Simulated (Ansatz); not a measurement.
# CoSi6Ni2: the cost of one run

Computed with Ansatz 0.2.0 (DFT PBE, scalar-relativistic, plane waves, PAW, unless a step's input says otherwise).

1 further run of the same task is left out (it didn't finish).

## (1) Starting point

The structure is trigonal, space group P-3m1 (No. 164). Conventional cell: a = 3.857 Å, b = 3.857 Å, c = 9.448 Å, α = 90.00°, β = 90.00°, γ = 120.00°. Co (site symmetry -3m) is surrounded by 8 Si at 2.36 Å. Around Si (site symmetry 3m) lie 4 Ni at 2.36 Å. Si (site symmetry 3m) has 3 Co at 2.36 Å and 1 Ni at 2.36 Å as nearest neighbours. Si (site symmetry 3m) is surrounded by 3 Ni at 2.36 Å and 1 Co at 2.36 Å. Ni (site symmetry 3m) has 8 Si at 2.36 Å as nearest neighbours.

Structure file:

```cif
data_structure
_symmetry_space_group_name_H-M 'P 1'
_symmetry_Int_Tables_number 1
_cell_length_a 3.8572
_cell_length_b 3.8572
_cell_length_c 9.4481
_cell_angle_alpha 90.000
_cell_angle_beta 90.000
_cell_angle_gamma 120.000
_cell_volume 121.73
loop_
_atom_site_label
_atom_site_type_symbol
_atom_site_fract_x
_atom_site_fract_y
_atom_site_fract_z
_atom_site_occupancy
Co1 Co 0.00000 0.00000 0.00000 1
Si1 Si 0.33333 0.66667 0.58333 1
Si2 Si 0.66667 0.33333 0.91667 1
Si3 Si 0.00000 0.00000 0.25000 1
Si4 Si 0.33333 0.66667 0.08333 1
Si5 Si 0.66667 0.33333 0.41667 1
Si6 Si 0.00000 0.00000 0.75000 1
Ni1 Ni 0.33333 0.66667 0.33333 1
Ni2 Ni 0.66667 0.33333 0.66667 1
```

The start is an ordering of an alloy on its end members' structure types: elements ordered on the sites of the Si2Ni type, Co/Ni on Ni (P-3m1, No. 164).

## (2) A first look at the guess

File input.yaml:

```yaml
crystal:
  lattice:
    - [3.85717438, 0.0, 0.0]
    - [-1.92858719, 3.340411, 0.0]
    - [0.0, 0.0, 9.44810908]
  atoms:
    - { symbol: Co, position: [0.0, 0.0, 0.0], spin: 3.0 }
    - { symbol: Si, position: [0.33333333, 0.66666667, 0.58333333] }
    - { symbol: Si, position: [0.66666667, 0.33333333, 0.91666667] }
    - { symbol: Si, position: [0.0, 0.0, 0.25] }
    - { symbol: Si, position: [0.33333333, 0.66666667, 0.08333333] }
    - { symbol: Si, position: [0.66666667, 0.33333333, 0.41666667] }
    - { symbol: Si, position: [0.0, 0.0, 0.75] }
    - { symbol: Ni, position: [0.33333333, 0.66666667, 0.33333333], spin: 2.0 }
    - { symbol: Ni, position: [0.66666667, 0.33333333, 0.66666667], spin: 2.0 }
basis:
  ecutwfc: 420
kpoints:
  mp_grid: { grid: [6, 6, 2] }
hamiltonian:
  xc: pbe
scf:
  occupations: { method: gaussian, width: 0.1 }
  lower_state_search: "off"
output:
  forces: true
  stress: true
  eigenvalues: true
  populations: true
magnetization:
  spin_polarized: true
```

The run is started by

```sh
> ansatz run input.yaml --threads 1 --pin off --max-ram 2560MiB --backend cpu --events-out ev --progress --plain --runs-dir out
```

Q: Estimate wall time and peak memory on 1 thread of Intel Xeon at 2.70GHz, shared host.

About 29 s, with a peak of 0.51 GiB.
